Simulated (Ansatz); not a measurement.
# As (hcp type): the cost of one run

Computed with Ansatz 0.2.0 (DFT, PBEsol, PAW with Ansatz's default frozen-core files, scalar-relativistic, unless a step's input says otherwise).

### Step 1. Starting point

The structure is hexagonal, space group P6_3/mmc (No. 194). The conventional cell has a = 3.003 Å, b = 3.003 Å, c = 4.865 Å, α = 90.00°, β = 90.00°, γ = 120.00°. As (site symmetry -6m2) is surrounded by 12 As at 2.99 to 3.00 Å.

As a file:

```cif
data_structure
_symmetry_space_group_name_H-M 'P 1'
_symmetry_Int_Tables_number 1
_cell_length_a 3.0032
_cell_length_b 3.0032
_cell_length_c 4.8651
_cell_angle_alpha 90.000
_cell_angle_beta 90.000
_cell_angle_gamma 120.000
_cell_volume 38.00
loop_
_atom_site_label
_atom_site_type_symbol
_atom_site_fract_x
_atom_site_fract_y
_atom_site_fract_z
_atom_site_occupancy
As1 As 0.33333 0.66667 0.25000 1
As2 As 0.66667 0.33333 0.75000 1
```

Whether this phase is the stable one at these pressures isn't tested.

Atoms are numbered in the order of the input: As1, As2.

### Step 2. Cell relaxed at zero pressure, PAW

Contents of input.yaml:

```yaml
crystal:
  lattice:
    - [3.00316585, 0.0, 0.0]
    - [-1.501582925, 2.6008179178, 0.0]
    - [0.0, 0.0, 4.8651286769]
  atoms:
    - { symbol: As, position: [0.3333333333, 0.6666666667, 0.25] }
    - { symbol: As, position: [0.6666666667, 0.3333333333, 0.75] }
kpoints:
  mp_grid: { grid: [14, 14, 8] }
scf:
  occupations: { method: fermi_dirac, width: 0.08 }
hamiltonian:
  xc: pbesol
  pseudopotentials: { kind: paw }
output:
  forces: true
  stress: true
relax:
  f_tol: 0.005
  max_steps: 40
  cell: {}
```

On the command line:

```console
$ ansatz run input.yaml --threads 1 --pin off --max-ram 2048MiB --backend cpu --events-out ev --progress --plain --runs-dir out
```

Q: Estimate wall time and peak memory on 1 thread of Arm Neoverse V2, shared host.

About 21 s, with a peak of 0.35 GiB.
